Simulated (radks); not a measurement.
# Ionisation energy and size from Lu⁴⁺ to Hg⁴⁺

An exercise on one series of results from a longer session: the logs are not shown, and one member is left open.

Program: radks (a radial shooting solver on a logarithmic mesh, Libxc functionals) version 1. Level of theory: scalar-relativistic Kohn-Sham, PBE, spin-unpolarised, spherical densities, finite nucleus. These are calculated values, not measurements, unless marked.

## What is computed

| Quantity | Value |
| --- | --- |
| species | Lu⁴⁺, Hf⁴⁺, Ta⁴⁺, W⁴⁺, Re⁴⁺, Os⁴⁺, Ir⁴⁺, Pt⁴⁺, Au⁴⁺, Hg⁴⁺ |
| runs | 20, each species and its next ion |

The first run:

Input:

```text
Z 71
configuration [Xe] 4f13
relativity scalar-relativistic
functional pbe,pbe
spin unpolarised
nucleus finite rms 5.37 fm
c 137.035999084
```

Steps of the session up to this table: Lu⁴⁺, [Xe] 4f13; Lu⁵⁺, [Xe] 4f12; Hf⁴⁺, [Xe] 4f14; Hf⁵⁺, [Xe] 4f13; Ta⁴⁺, [Xe] 4f14 5d1; Ta⁵⁺, [Xe] 4f14; W⁴⁺, [Xe] 4f14 5d2; W⁵⁺, [Xe] 4f14 5d1; Re⁴⁺, [Xe] 4f14 5d3; Re⁵⁺, [Xe] 4f14 5d2; Os⁴⁺, [Xe] 4f14 5d4; Os⁵⁺, [Xe] 4f14 5d3; Ir⁴⁺, [Xe] 4f14 5d5; Ir⁵⁺, [Xe] 4f14 5d4; Pt⁴⁺, [Xe] 4f14 5d6; Pt⁵⁺, [Xe] 4f14 5d5; Au⁴⁺, [Xe] 4f14 5d7; Au⁵⁺, [Xe] 4f14 5d6; Hg⁴⁺, [Xe] 4f14 5d8; Hg⁵⁺, [Xe] 4f14 5d7.

One table of the session follows, with a row left open; its other results are not shown here.

```
species  Δ-SCF (eV)  −ε(HOMO) (eV)  its <r> (bohr)
   Lu⁴⁺      69.268         57.563            1.32
   Hf⁴⁺      69.727         57.920            1.30
   Ta⁴⁺           ?              ?               ?
    W⁴⁺      50.099         43.507            1.66
   Re⁴⁺      52.625         45.845            1.60
   Os⁴⁺      55.132         48.162            1.54
   Ir⁴⁺      57.618         50.456            1.48
   Pt⁴⁺      60.083         52.730            1.43
   Au⁴⁺      62.530         54.986            1.38
   Hg⁴⁺      64.961         57.226            1.34
```

**Question.** Estimate the row for Ta⁴⁺.

The run gave: Δ-SCF (eV): 47.555; −ε(HOMO) (eV): 41.150; its <r> (bohr): 1.73. In the column «Δ-SCF (eV)» it is the lowest.

Limits of these values: For Lu⁴⁺, Hf⁴⁺ the highest level isn't the widest one, so −ε(HOMO) and <r> belong to different orbitals, and Δ-SCF follows the ion's typed configuration. Spin polarisation and multiplet splitting are left out, so open shells lie too high by an amount that depends on their filling.
